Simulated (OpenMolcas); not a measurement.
**Fe³⁺ among point charges: CASSCF and CASPT2 levels and susceptibility**

How does a field of 5 point charges split the states of Fe³⁺, and what χT follows?

Program: OpenMolcas 26.06. Level of theory: state-averaged CASSCF and CASPT2, spin-orbit coupling by RASSI with atomic mean-field integrals. These are calculated values, not measurements, unless marked.

## (1) What is computed

| Property | Result |
| --- | --- |
| Species | Fe³⁺ (iron, Z = 26, 23 electrons) |
| Basis | ANO-RCC-VDZP [5s4p2d1f], 34 functions |
| Scalar Hamiltonian | DKH2, point nucleus |
| Inactive shells | 1s 2s 2p 3s 3p |
| Active space | 5 electrons in 5 orbitals (3d) |
| Some configurations of this space | 3d5 |
| Orbitals | optimised for each spin and parity, averaged over all roots |

The outer shells:

3d5
```
3d [↑ ][↑ ][↑ ][↑ ][↑ ]
```

The ion sits among 5 point charges of -1.5 e arranged as a square pyramid (C4v), 2.05 Å from the ion, with the axial distance 1.865 Å.

Each step is its own input file, run in one work folder so that later steps find the files of earlier ones. Labels, J, g values, rates, χT and fits are worked out afterwards by a script from the matrices that RASSI stores.

## (2) One- and two-electron integrals

File a.inp:

```
&GATEWAY
Coord
1

Fe 0.0 0.0 0.0
Basis=ANO-RCC-VDZP
Group=NoSym
NoMove
AngMom=0.0 0.0 0.0
AMFI
XField
5 Angstrom 0
2.050000 0.000000 0.000000 -1.500000
0.000000 2.050000 0.000000 -1.500000
-2.050000 0.000000 0.000000 -1.500000
0.000000 -2.050000 0.000000 -1.500000
0.000000 0.000000 1.865500 -1.500000
&SEWARD
```

Launch:

```bash
$ OMP_NUM_THREADS=1 MOLCAS_MEM=1689 MOLCAS_PROJECT=a pymolcas a.inp > a.log
```

## (3) CASSCF: sextets, 1 root

File a.inp:

```
&RASSCF
FileOrb=start.orb
Symmetry=1
Spin=6
nActEl=5 0 0
Inactive=9
Ras2=5
CIRoot=1 1 1
SDav=1
CIMx=300
Iter=120 100
PrWF=0.3
OrbListing=Nothing
MaxOrb=0
>>> COPY $Project.JobIph JOB001
```

start.orb holds the contracted functions of the basis, ordered by shell, or the orbitals of the step before.

## (4) Reference wave functions, quartets, 24 roots

File a.inp:

```
&RASSCF
FileOrb=start.orb
Symmetry=1
Spin=4
nActEl=5 0 0
Inactive=9
Ras2=5
CIRoot=24 24 1
SDav=24
CIMx=300
Iter=120 100
PrWF=0.3
OrbListing=Nothing
MaxOrb=0
>>> COPY $Project.JobIph JOB002
```

## (5) CASSCF: doublets, 75 roots

File a.inp:

```
&RASSCF
FileOrb=start.orb
Symmetry=1
Spin=2
nActEl=5 0 0
Inactive=9
Ras2=5
CIRoot=75 75 1
SDav=75
CIMx=300
Iter=120 100
PrWF=0.3
OrbListing=Nothing
MaxOrb=0
>>> COPY $Project.JobIph JOB003
```

## (6) RASSI: spin-orbit coupling between the states

File a.inp:

```
&RASSI
NrOfJobIphs=3 1 24 75
1
1 2 3 4 5 6 7 8 9 10 11 12 13 14 15 16 17 18 19 20 21 22 23 24
1 2 3 4 5 6 7 8 9 10 11 12 13 14 15 16 17 18 19 20 21 22 23 24 25 26 27
28 29 30 31 32 33 34 35 36 37 38 39 40 41 42 43 44 45 46 47 48 49 50 51
52 53 54 55 56 57 58 59 60 61 62 63 64 65 66 67 68 69 70 71 72 73 74 75
IphNames
JOB001
JOB002
JOB003
EJob
SpinOrbit
DIPRint=1.0
SOCoupling=1000.0
Subsets=2
Property=9
'ANGMOM' 1 'ANGMOM' 2 'ANGMOM' 3 'MLTPL  1' 1 'MLTPL  1' 2 'MLTPL  1' 3
'AMFI' 1 'AMFI' 2 'AMFI' 3
SOProperty=3
'ANGMOM' 1 'ANGMOM' 2 'ANGMOM' 3
```

## (7) CASPT2: IPEA 0.25, imaginary shift 0.1 (closed shells correlated: 3s 3p)

File a.inp:

```
>>> COPY JOB001 $Project.JobIph
&CASPT2
Multistate=1 1
Frozen=5
IPEA=0.25
Imaginary=0.1
MaxIter=60
WThr=0.0 0.3 0.05
PrWF=0.5
NoMix
>>> COPY JOB002 $Project.JobIph
&CASPT2
Multistate=24 1 2 3 4 5 6 7 8 9 10 11 12 13 14 15 16 17 18 19 20 21 22
23 24
NoMult
Frozen=5
IPEA=0.25
Imaginary=0.1
MaxIter=60
WThr=0.0 0.3 0.05
PrWF=0.5
NoMix
>>> COPY JOB003 $Project.JobIph
&CASPT2
Multistate=75 1 2 3 4 5 6 7 8 9 10 11 12 13 14 15 16 17 18 19 20 21 22
23 24 25 26 27 28 29 30 31 32 33 34 35 36 37 38 39 40 41 42 43 44 45 46
47 48 49 50 51 52 53 54 55 56 57 58 59 60 61 62 63 64 65 66 67 68 69 70
71 72 73 74 75
NoMult
Frozen=5
IPEA=0.25
Imaginary=0.1
MaxIter=60
WThr=0.0 0.3 0.05
PrWF=0.5
NoMix
```

(Steps that only read results are left out.)

Before running it: what results should come out? Wanted: spin-free ground state; lowest level; next level.

The runs gave:

| quantity | value |
| --- | --- |
| method | SS-CASPT2, IPEA 0.25, imaginary shift 0.1 (closed shells correlated: 3s 3p) |
| spin-free ground state | sextet, 1-fold in its orbital part |
| lowest level | 6-fold |
| next level | 33814.0 cm⁻¹ |
| χT at 300 K | 4.39 cm³ K/mol |
| effective moment at 300 K | 5.92 μB |

Cost by method:

```
                                              method  time of its own steps  time with the reference
                                           A. CASSCF                   27 s                     27 s
B. SS-CASPT2, IPEA 0.25, imaginary shift 0.1, +3s 3p                  7.9 s                     35 s
```

Times are of one thread on a shared host.

**Reading.** The spin-free ground state (sextet) comes to 100 % from free-ion S terms and keeps the highest spin of the shell. χT at 300 K is 4.39, against 4.39 cm³ K/mol for the spin alone, as a half-filled shell (L = 0) has no orbital moment. An active space of the d shell alone favours high spin; real ions in strong fields can be low spin. The field of point charges can differ much from that of real complexes. With metal d orbitals alone active, the gaps between spin states are rough; where two lie within a few thousand cm-1, their order is open. This is an electrostatic model: the charges have no orbitals.
